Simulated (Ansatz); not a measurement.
**SiHBr (triplet): the correlation ladder at distance Br1–H2 along a hydrogen transfer = 1.603 Å, cc-pVTZ**

Aim: climb from Hartree-Fock through coupled cluster and multireference methods for SiHBr (triplet) at one geometry and basis, and see what each rung misses.

The runs use Ansatz 0.2.0, Gaussian basis; cc-pVTZ, core rule «outside noble gas», up to 19 orbitals frozen.

To be run: UHF; CCSD(T) on ROHF; CCSD(T) on UHF; BCCD(T) on ROHF; CCSDT(Q) on ROHF; CCSDT(Q) on UHF; CASSCF and MRCISD+Q, 4 electrons in 4 orbitals; CASSCF and NEVPT2, 4 electrons in 4 orbitals; CASSCF and MRCISD+Q, 12 electrons in 9 orbitals; CASSCF and NEVPT2, 12 electrons in 9 orbitals.

## (1) The geometry

The geometry derives from fragments relaxed apart (PBE0/def2-TZVP) and kept rigid, so it is no stationary point. A hydrogen atom is moved between rigid fragments. No spin-orbit coupling is included. The filled d shell of Br may be among the frozen orbitals whatever the setting's name suggests; the logs give the count.

3 atoms, charge 0, spin multiplicity 3.

Atoms are counted from 1 here; the program's logs count them from 0.

Bond lengths: Br1–H2 1.603 Å, H2–Si3 1.684 Å. Angles: Br1–H2–Si3 180.0°.

Coordinates:

```
Br    0.0000    0.0000   -1.6300
H     0.0000    0.0000   -0.0270
Si    0.0000    0.0000    1.6570
```

## (2) UHF

in.yaml reads:

```yaml
crystal:
  periodic: [false, false, false]
  atoms:
    - {symbol: Br, position_ang: [0.000000, 0.000000, -1.630000]}
    - {symbol: H, position_ang: [0.000000, 0.000000, -0.027000]}
    - {symbol: Si, position_ang: [0.000000, 0.000000, 1.657000]}
basis:
  gaussian: {orbitals: cc-pVTZ}
magnetization: {spin_polarized: true, initial_magnetization: 2}
hamiltonian: {xc: hf}
output: {orbitals: {seedname: orbitals}}
```

Command:

```sh
$ ansatz run in.yaml --threads 1 --pin off --events-out ev --progress --plain --max-ram 4096MiB --backend cpu
```

Further steps of the session: CCSD(T) on ROHF; CCSD(T) on UHF; BCCD(T) on ROHF; CCSDT(Q) on ROHF; CCSDT(Q) on UHF; CASSCF and MRCISD+Q, 4 electrons in 4 orbitals; CASSCF and NEVPT2, 4 electrons in 4 orbitals; CASSCF and MRCISD+Q, 12 electrons in 9 orbitals; CASSCF and NEVPT2, 12 electrons in 9 orbitals.

Q: Predict the results of all the runs planned. Wanted: UCCSDT(Q) below the RHF energy; RMP2 from UCCSDT(Q); UMP2 from UCCSDT(Q); RCCSD from UCCSDT(Q); RCCSD(T) from UCCSDT(Q); UCCSD(T) from UCCSDT(Q); RCCSDT(Q) from UCCSDT(Q); NEVPT2 pair from UCCSDT(Q); MRCISD+Q pair from UCCSDT(Q).

**Answer**, as computed:

```
                         quantity                      value
   UCCSDT(Q) below the RHF energy                 -8.1857 eV
              RMP2 from UCCSDT(Q)            +29.00 kcal/mol
              UMP2 from UCCSDT(Q)            +30.40 kcal/mol
             RCCSD from UCCSDT(Q)             +8.62 kcal/mol
          RCCSD(T) from UCCSDT(Q)             +1.20 kcal/mol
          UCCSD(T) from UCCSDT(Q)             +1.23 kcal/mol
         RCCSDT(Q) from UCCSDT(Q)             +0.06 kcal/mol
       NEVPT2 pair from UCCSDT(Q)            +29.66 kcal/mol
     MRCISD+Q pair from UCCSDT(Q)             +3.82 kcal/mol
    NEVPT2 valence from UCCSDT(Q)            +38.74 kcal/mol
levels within 1 kcal/mol (43 meV)  RCCSDT, UCCSDT, RCCSDT(Q)
                    T1 diagnostic                      0.021
   effectively unpaired electrons                       2.03
```

**Reading.** RCCSD(T) misses by +1.20 kcal/mol, 0.6 % of the correlation energy. One determinant dominates. Of the multireference levels listed MRCISD+Q valence comes nearest in total energy (+3.57 kcal/mol), which doesn't show that its space is the better one. These misses are within one basis, not against nature; the frozen cores of restricted and unrestricted runs differ, which can shift their rows.
